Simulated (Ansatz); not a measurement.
**CH4F2Ge: one species, many methods**

The task here is to estimate one member of a computed series from the others.

Method: functionals in def2-TZVPP, the program's frozen cores in correlated methods; program: Ansatz 0.2.0, Gaussian basis.

Levels to be run: LDA (SPW92), PBE-D4, revPBE-D4, BLYP-D4, r2SCAN-D4, B97M-V, PBE0-D4, B3LYP-D4, r2SCANh-D4, r2SCAN0-D4, HSE06-D4, BHLYP-D4, CAM-B3LYP-D4, LC-ωPBE, ωB97X-V, ωB97M-V, B2PLYP, PBE-QIDH; CCSD(T)/def2-SVP; CCSD(T)/def2-TZVPP; MP2/def2-QZVPP; extrapolation to the limit; RPA on PBE.

### The geometry

The geometry comes from an earlier relaxation with PBE0-D4 in a triple-zeta def2 set; it is a stationary point, not always the lowest conformer.

SMILES `F[CH](F)[GeH3]`, 8 atoms, charge 0, spin multiplicity 1.

Atoms are counted from 1 here; the program's logs count them from 0.

Bond lengths: F1–C2 1.362 Å, C2–F3 1.362 Å, C2–Ge4 1.997 Å, C2–H5 1.096 Å, Ge4–H6 1.534 Å, Ge4–H7 1.532 Å, Ge4–H8 1.534 Å. Angles: F1–C2–F3 107.4°, F1–C2–Ge4 110.1°, F1–C2–H5 107.5°, F3–C2–Ge4 110.1°, F3–C2–H5 107.5°, Ge4–C2–H5 114.0°, C2–Ge4–H6 108.2°, C2–Ge4–H7 108.1°, C2–Ge4–H8 108.2°, H6–Ge4–H7 111.0°, H6–Ge4–H8 110.3°, H7–Ge4–H8 111.0°.

Set-up of the first run:

The input, in.yaml:

```yaml
crystal:
  periodic: [false, false, false]
  atoms:
    - {symbol: F, position_ang: [1.021985, -0.768277, 1.461922]}
    - {symbol: C, position_ang: [0.963892, -0.038882, 0.312789]}
    - {symbol: F, position_ang: [1.723014, -0.682577, -0.617416]}
    - {symbol: Ge, position_ang: [-0.925474, 0.098066, -0.318512]}
    - {symbol: H, position_ang: [1.438844, 0.928018, 0.512773]}
    - {symbol: H, position_ang: [-1.740860, 0.816142, 0.764614]}
    - {symbol: H, position_ang: [-1.451869, -1.321067, -0.552584]}
    - {symbol: H, position_ang: [-0.937432, 0.911376, -1.619286]}
basis:
  gaussian: {orbitals: def2-TZVPP}
hamiltonian: {xc: lda}
output: {orbitals: {seedname: orbitals}}
```

Launch:

```
ansatz run in.yaml --threads 2 --pin off --events-out ev --progress --plain --max-ram 4352MiB
```

Steps of the session up to this table: LDA; PBE-D4 (GGA); revPBE-D4 (GGA); BLYP-D4 (GGA); r2SCAN-D4 (meta-GGA); B97M-V (meta-GGA); PBE0-D4 (hybrid); B3LYP-D4 (hybrid); r2SCANh-D4 (hybrid); r2SCAN0-D4 (hybrid); HSE06-D4 (hybrid); BHLYP-D4 (hybrid); CAM-B3LYP-D4 (range-separated); LC-ωPBE (range-separated); ωB97X-V (range-separated); ωB97M-V (range-separated); B2PLYP (double hybrid); PBE-QIDH (double hybrid).

One of the session's tables, all rows but one given; the rest of the session is left out.

It belongs to the step «Orbital energies across the functionals». 

| functional | HOMO (eV) | LUMO (eV) | gap (eV) |
| --- | --- | --- | --- |
| LDA (SPW92) | -7.18 | -0.42 | 6.76 |
| PBE-D4 | -7.03 | -0.17 | 6.85 |
| revPBE-D4 | -6.96 | -0.06 | 6.90 |
| BLYP-D4 | -6.97 | -0.13 | 6.84 |
| r2SCAN-D4 | -7.35 | 0.20 | 7.55 |
| B97M-V | -7.48 | -0.05 | 7.43 |
| PBE0-D4 | -8.52 | 0.64 | 9.16 |
| B3LYP-D4 | -8.33 | 0.35 | 8.68 |
| r2SCANh-D4 | ? | ? | ? |
| r2SCAN0-D4 | -8.74 | 0.87 | 9.61 |
| HSE06-D4 | -8.12 | 0.26 | 8.38 |
| BHLYP-D4 | -9.98 | 1.38 | 11.36 |
| CAM-B3LYP-D4 | -9.96 | 1.54 | 11.51 |
| LC-ωPBE | -11.23 | 2.80 | 14.03 |
| ωB97X-V | -10.91 | 2.63 | 13.54 |
| ωB97M-V | -10.79 | 2.34 | 13.13 |

Q: Estimate the row for r2SCANh-D4 from the others.

Worked estimate for «HOMO (eV)». Against the share of exact exchange, r2SCAN-D4 (0, -7.35), r2SCAN0-D4 (0.25, -8.74) give a slope of -5.56 per unit share; at 0.1 the line stands at -7.91.

As computed: HOMO (eV): -7.91; LUMO (eV): 0.47; gap (eV): 8.38. In «HOMO (eV)» the line misses by 0.00.
